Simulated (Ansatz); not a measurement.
# GeSb2Te4: the cost of one run

Program: Ansatz 0.2.0. Level of theory: DFT PBE, scalar-relativistic, plane waves, PAW. These are calculated values, not measurements.

## (1) The system as given

Symmetry: R3m, No. 160, trigonal system. The conventional cell has a = 4.309 Å, b = 4.309 Å, c = 41.691 Å, α = 90.00°, β = 90.00°, γ = 120.00°. Ge (site symmetry 3m) is surrounded by 6 Te at 2.86 to 3.32 Å. Around Sb (site symmetry 3m) lie 6 Te at 3.02 to 3.21 Å. Around Sb (site symmetry 3m) lie 6 Te at 3.03 to 3.16 Å. Te (site symmetry 3m) is surrounded by 3 Ge at 2.86 Å. Te (site symmetry 3m) is surrounded by 3 Sb at 3.02 Å. Around Te (site symmetry 3m) lie 6 Sb at 3.16 to 3.21 Å. Te (site symmetry 3m) is surrounded by 3 Sb at 3.03 Å and 3 Ge at 3.32 Å.

Structure file:

```xyz
56
Lattice="8.6189 0.0000 0.0000 -2.1547 -1.2440 -13.8971 0.0000 14.9284 0.0000" Properties=species:S:1:pos:R:3 pbc="T T T"
Ge    4.3095   12.4403   -4.0111
Ge    2.1547    8.7082   -4.0111
Ge    0.0000    4.9761   -4.0111
Ge    6.4642    1.2440   -4.0111
Ge    0.0000   12.4403   -4.0111
Ge    6.4642    8.7082   -4.0111
Ge    4.3095    4.9761   -4.0111
Ge    2.1547    1.2440   -4.0111
Sb    4.3095   12.4403  -10.0117
Sb    2.1547    8.7082  -10.0117
Sb    0.0000    4.9761  -10.0117
Sb    6.4642    1.2440  -10.0117
Sb    0.0000   12.4403  -10.0117
Sb    6.4642    8.7082  -10.0117
Sb    4.3095    4.9761  -10.0117
Sb    2.1547    1.2440  -10.0117
Sb    2.1547   11.1963   -0.0839
Sb    0.0000    7.4642   -0.0839
Sb    6.4642    3.7321   -0.0839
Sb    4.3095    0.0000   -0.0839
Sb    6.4642   11.1963   -0.0839
Sb    4.3095    7.4642   -0.0839
Sb    2.1547    3.7321   -0.0839
Sb    0.0000    0.0000   -0.0839
Te    2.1547   11.1963   -5.4295
Te    0.0000    7.4642   -5.4295
Te    6.4642    3.7321   -5.4295
Te    4.3095    0.0000   -5.4295
Te    6.4642   11.1963   -5.4295
Te    4.3095    7.4642   -5.4295
Te    2.1547    3.7321   -5.4295
Te    0.0000    0.0000   -5.4295
Te    6.4642   13.6844   -8.3036
Te    4.3095    9.9523   -8.3036
Te    2.1547    6.2202   -8.3036
Te    0.0000    2.4881   -8.3036
Te    2.1547   13.6844   -8.3036
Te    0.0000    9.9523   -8.3036
Te    6.4642    6.2202   -8.3036
Te    4.3095    2.4881   -8.3036
Te    2.1547   11.1963  -12.0334
Te    0.0000    7.4642  -12.0334
Te    6.4642    3.7321  -12.0334
Te    4.3095    0.0000  -12.0334
Te    6.4642   11.1963  -12.0334
Te    4.3095    7.4642  -12.0334
Te    2.1547    3.7321  -12.0334
Te    0.0000    0.0000  -12.0334
Te    6.4642   13.6844   -1.8183
Te    4.3095    9.9523   -1.8183
Te    2.1547    6.2202   -1.8183
Te    0.0000    2.4881   -1.8183
Te    2.1547   13.6844   -1.8183
Te    0.0000    9.9523   -1.8183
Te    6.4642    6.2202   -1.8183
Te    4.3095    2.4881   -1.8183
```

The runs take a perfect supercell of 56 atoms; the defect goes to fractional position (0.680, 0.720, 0.893).

## (2) The perfect supercell

The input, input.yaml:

```yaml
crystal:
  lattice:
    - [8.61892, 0.0, -1.0e-06]
    - [-2.15473, -1.244034, -13.897081]
    - [0.0, 14.928408, -1.0e-06]
  atoms:
    - { symbol: Ge, position: [0.572158, 0.288631, 0.857386] }
    - { symbol: Ge, position: [0.322158, 0.288631, 0.607386] }
    - { symbol: Ge, position: [0.072158, 0.288631, 0.357386] }
    - { symbol: Ge, position: [0.822158, 0.288631, 0.107386] }
    - { symbol: Ge, position: [0.072158, 0.288631, 0.857386] }
    - { symbol: Ge, position: [0.822158, 0.288631, 0.607386] }
    - { symbol: Ge, position: [0.572158, 0.288631, 0.357386] }
    - { symbol: Ge, position: [0.322158, 0.288631, 0.107386] }
    - { symbol: Sb, position: [0.680104, 0.720416, 0.893368] }
    - { symbol: Sb, position: [0.430104, 0.720416, 0.643368] }
    - { symbol: Sb, position: [0.180104, 0.720416, 0.393368] }
    - { symbol: Sb, position: [0.930104, 0.720416, 0.143368] }
    - { symbol: Sb, position: [0.180104, 0.720416, 0.893368] }
    - { symbol: Sb, position: [0.930104, 0.720416, 0.643368] }
    - { symbol: Sb, position: [0.680104, 0.720416, 0.393368] }
    - { symbol: Sb, position: [0.430104, 0.720416, 0.143368] }
    - { symbol: Sb, position: [0.251509, 0.006036, 0.750503] }
    - { symbol: Sb, position: [0.001509, 0.006036, 0.500503] }
    - { symbol: Sb, position: [0.751509, 0.006036, 0.250503] }
    - { symbol: Sb, position: [0.501509, 0.006036, 0.000503] }
    - { symbol: Sb, position: [0.751509, 0.006036, 0.750503] }
    - { symbol: Sb, position: [0.501509, 0.006036, 0.500503] }
    - { symbol: Sb, position: [0.251509, 0.006036, 0.250503] }
    - { symbol: Sb, position: [0.001509, 0.006036, 0.000503] }
    - { symbol: Te, position: [0.347673, 0.390692, 0.782558] }
    - { symbol: Te, position: [0.097673, 0.390692, 0.532558] }
    - { symbol: Te, position: [0.847673, 0.390692, 0.282558] }
    - { symbol: Te, position: [0.597673, 0.390692, 0.032558] }
    - { symbol: Te, position: [0.847673, 0.390692, 0.782558] }
    - { symbol: Te, position: [0.597673, 0.390692, 0.532558] }
    - { symbol: Te, position: [0.347673, 0.390692, 0.282558] }
    - { symbol: Te, position: [0.097673, 0.390692, 0.032558] }
    - { symbol: Te, position: [0.899377, 0.597507, 0.966459] }
    - { symbol: Te, position: [0.649377, 0.597507, 0.716459] }
    - { symbol: Te, position: [0.399377, 0.597507, 0.466459] }
    - { symbol: Te, position: [0.149377, 0.597507, 0.216459] }
    - { symbol: Te, position: [0.399377, 0.597507, 0.966459] }
    - { symbol: Te, position: [0.149377, 0.597507, 0.716459] }
    - { symbol: Te, position: [0.899377, 0.597507, 0.466459] }
    - { symbol: Te, position: [0.649377, 0.597507, 0.216459] }
    - { symbol: Te, position: [0.466473, 0.865892, 0.822158] }
    - { symbol: Te, position: [0.216473, 0.865892, 0.572158] }
    - { symbol: Te, position: [0.966473, 0.865892, 0.322158] }
    - { symbol: Te, position: [0.716473, 0.865892, 0.072158] }
    - { symbol: Te, position: [0.966473, 0.865892, 0.822158] }
    - { symbol: Te, position: [0.716473, 0.865892, 0.572158] }
    - { symbol: Te, position: [0.466473, 0.865892, 0.322158] }
    - { symbol: Te, position: [0.216473, 0.865892, 0.072158] }
    - { symbol: Te, position: [0.78271, 0.130839, 0.92757] }
    - { symbol: Te, position: [0.53271, 0.130839, 0.67757] }
    - { symbol: Te, position: [0.28271, 0.130839, 0.42757] }
    - { symbol: Te, position: [0.03271, 0.130839, 0.17757] }
    - { symbol: Te, position: [0.282709, 0.130837, 0.92757] }
    - { symbol: Te, position: [0.032709, 0.130837, 0.67757] }
    - { symbol: Te, position: [0.782709, 0.130837, 0.42757] }
    - { symbol: Te, position: [0.532709, 0.130837, 0.17757] }
basis:
  ecutwfc: 420
  fft_grid_basis: typed
kpoints:
  mp_grid: { grid: [2, 1, 1] }
hamiltonian:
  xc: pbe
  pseudopotentials: { kind: paw }
scf:
  occupations: { method: gaussian, width: 0.05 }
output:
  forces: true
  stress: false
  eigenvalues: true
  bader: false
  write_density: true
  volumetric_format: npy
```

Launch:

```sh
$ ansatz run input.yaml --threads 8 --pin off --max-ram 16384MiB --backend cpu --events-out ev --progress --plain --runs-dir out
```

What time and memory should one allow on 8 threads of Intel Xeon at 2.50GHz (Skylake/Cascade Lake), shared host?

About 49 s, with a peak of 7.7 GiB.
